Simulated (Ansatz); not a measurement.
**C3H9Si radical: how energies converge with the basis set**

An exercise on one series of results from a longer session: the logs are not shown, and one member is left open.

The runs use Ansatz 0.2.0, Gaussian basis; one geometry, several basis sets.

Levels to be run: PBE0-D4/def2-SVP; ωB97M-V/def2-SVP; PBE0-D4/def2-QZVPP; ωB97M-V/def2-QZVPP; the functionals' def2-TZVPP values are taken from earlier runs.

### The relaxed structure

An earlier PBE0-D4 in a triple-zeta def2 set relaxation fixed the geometry.

SMILES `[CH2][SiH](C)C`, 13 atoms, charge 0, spin multiplicity 2.

Atoms are counted from 1 here; the program's logs count them from 0.

Bond lengths: C1–Si2 1.847 Å, C1–H5 1.086 Å, C1–H6 1.087 Å, Si2–C3 1.875 Å, Si2–C4 1.876 Å, Si2–H7 1.492 Å, C3–H8 1.092 Å, C3–H9 1.093 Å, C3–H10 1.093 Å, C4–H11 1.093 Å, C4–H12 1.092 Å, C4–H13 1.093 Å. Angles: Si2–C1–H5 123.4°, Si2–C1–H6 122.4°, H5–C1–H6 114.2°, C1–Si2–C3 110.6°, C1–Si2–C4 110.6°, C1–Si2–H7 108.0°, C3–Si2–C4 109.4°, C3–Si2–H7 109.2°, C4–Si2–H7 109.0°, Si2–C3–H8 111.3°, Si2–C3–H9 110.7°, Si2–C3–H10 110.7°, H8–C3–H9 108.0°, H8–C3–H10 108.1°, H9–C3–H10 107.9°, Si2–C4–H11 110.6°, Si2–C4–H12 111.3°, Si2–C4–H13 110.7° and more.

As a file:

```xyz
13

C    -1.5955    0.6744   -0.7821
Si    0.1504    0.1720   -0.4486
C     0.8142    1.0613    1.0633
C     0.2646   -1.6812   -0.1817
H    -1.9208    1.1241   -1.7149
H    -2.3903    0.5375   -0.0530
H     0.9730    0.5446   -1.6364
H     0.7953    2.1445    0.9260
H     0.2155    0.8226    1.9466
H     1.8462    0.7616    1.2649
H     1.2976   -1.9786    0.0179
H    -0.0840   -2.2301   -1.0592
H    -0.3458   -1.9874    0.6722
```

The first run:

Contents of in.yaml:

```yaml
crystal:
  periodic: [false, false, false]
  atoms:
    - {symbol: C, position_ang: [-1.595493, 0.674398, -0.782061]}
    - {symbol: Si, position_ang: [0.150355, 0.172020, -0.448595]}
    - {symbol: C, position_ang: [0.814201, 1.061269, 1.063283]}
    - {symbol: C, position_ang: [0.264569, -1.681208, -0.181748]}
    - {symbol: H, position_ang: [-1.920767, 1.124136, -1.714947]}
    - {symbol: H, position_ang: [-2.390300, 0.537541, -0.052978]}
    - {symbol: H, position_ang: [0.972963, 0.544600, -1.636412]}
    - {symbol: H, position_ang: [0.795291, 2.144536, 0.925957]}
    - {symbol: H, position_ang: [0.215484, 0.822628, 1.946556]}
    - {symbol: H, position_ang: [1.846169, 0.761588, 1.264935]}
    - {symbol: H, position_ang: [1.297624, -1.978632, 0.017899]}
    - {symbol: H, position_ang: [-0.084019, -2.230129, -1.059174]}
    - {symbol: H, position_ang: [-0.345775, -1.987447, 0.672185]}
basis:
  gaussian: {orbitals: def2-SVP}
magnetization: {spin_polarized: true, initial_magnetization: 1}
hamiltonian: {xc: pbe0, dispersion: d4}
output: {orbitals: {seedname: orbitals}}
```

Steps of the session up to this table: PBE0-D4 in def2-SVP; ωB97M-V in def2-SVP; PBE0-D4 in def2-QZVPP; ωB97M-V in def2-QZVPP.

One table of the session follows, with a row left open; its other results are not shown here.

It belongs to the step «Functionals by basis». 

| functional | basis | HOMO (eV) | LUMO (eV) |
| --- | --- | --- | --- |
| PBE0-D4 | def2-SVP | -6.63 | -1.81 |
| PBE0-D4 | def2-TZVPP | -6.69 | -2.03 |
| PBE0-D4 | def2-QZVPP | -6.70 | -2.08 |
| ωB97M-V | def2-SVP | -8.67 | 0.12 |
| ωB97M-V | def2-TZVPP | ? | ? |
| ωB97M-V | def2-QZVPP | -8.75 | -0.35 |

Q: Estimate the row for ωB97M-V, def2-TZVPP from the others.

The run gave: HOMO (eV): -8.74; LUMO (eV): -0.26. In the column «HOMO (eV)» it lies between ωB97M-V, def2-QZVPP (-8.75) and ωB97M-V, def2-SVP (-8.67).
